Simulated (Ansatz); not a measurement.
# C2H8FNOSi: the cost of one run

Method: RKS BLYP/def2-SVP, in Ansatz 0.2.0.

### Step 1. Starting point

Bond lengths: N1–Si2 1.651 Å, Si2–C3 1.882 Å, C3–O4 1.421 Å, O4–C5 1.376 Å, C5–F6 1.343 Å, N1–H7 1.047 Å, N1–H8 1.058 Å, Si2–H9 1.438 Å, Si2–H10 1.503 Å, C3–H11 1.058 Å, C3–H12 1.151 Å, C5–H13 1.139 Å, C5–H14 1.071 Å. Angles (14 of 22 angles, heavy atoms first): N1–Si2–C3 111.6°, Si2–C3–O4 118.3°, C3–O4–C5 114.9°, O4–C5–F6 110.5°, N1–Si2–H9 107.5°, N1–Si2–H10 105.5°, C3–Si2–H9 111.1°, C3–Si2–H10 111.0°, Si2–N1–H7 109.2°, Si2–N1–H8 107.4°, Si2–C3–H11 108.5°, Si2–C3–H12 107.4°, O4–C3–H11 110.1°, O4–C3–H12 103.6°.

As a file:

```xyz
14

N    -1.9143   -1.5865    0.4312
Si   -0.2792   -1.7582    0.2800
C     0.5352   -0.1574   -0.2816
O     0.2003    1.0443    0.3995
C     0.8181    2.1756   -0.0834
F     0.5633    2.3268   -1.3932
H    -2.3095   -1.2402   -0.4740
H    -2.0888   -0.7434    1.0459
H    -0.0423   -2.8178   -0.6621
H     0.2102   -2.1635    1.6416
H     0.3724   -0.0440   -1.3208
H     1.6671   -0.2643   -0.1010
H     0.3857    3.0938    0.4343
H     1.8690    2.1056    0.1124
```

### Step 2. Relaxing end A

File input.yaml:

```yaml
crystal:
  periodic: [false, false, false]
  atoms:
    - { symbol: "N", position_ang: [-1.9143, -1.5865, 0.4312] }
    - { symbol: Si, position_ang: [-0.2792, -1.7582, 0.28] }
    - { symbol: C, position_ang: [0.5352, -0.1574, -0.2816] }
    - { symbol: O, position_ang: [0.2003, 1.0443, 0.3995] }
    - { symbol: C, position_ang: [0.8181, 2.1756, -0.0834] }
    - { symbol: F, position_ang: [0.5633, 2.3268, -1.3932] }
    - { symbol: H, position_ang: [-2.3095, -1.2402, -0.474] }
    - { symbol: H, position_ang: [-2.0888, -0.7434, 1.0459] }
    - { symbol: H, position_ang: [-0.0423, -2.8178, -0.6621] }
    - { symbol: H, position_ang: [0.2102, -2.1635, 1.6416] }
    - { symbol: H, position_ang: [0.3724, -0.044, -1.3208] }
    - { symbol: H, position_ang: [1.6671, -0.2643, -0.101] }
    - { symbol: H, position_ang: [0.3857, 3.0938, 0.4343] }
    - { symbol: H, position_ang: [1.869, 2.1056, 0.1124] }
basis:
  gaussian: { orbitals: def2-SVP }
hamiltonian:
  xc: blyp
relax:
  f_tol: 0.015
  max_steps: 40
output:
  orbitals: {}
```

On the command line:

```bash
> ansatz run input.yaml --threads 2 --pin off --max-ram 3072MiB --backend cpu --events-out ev --progress --plain --runs-dir out
```

Q: Estimate wall time and peak memory on 2 threads of AMD EPYC 7R13 (Zen 3), shared host.

About 35 s, with a peak of 0.21 GiB.
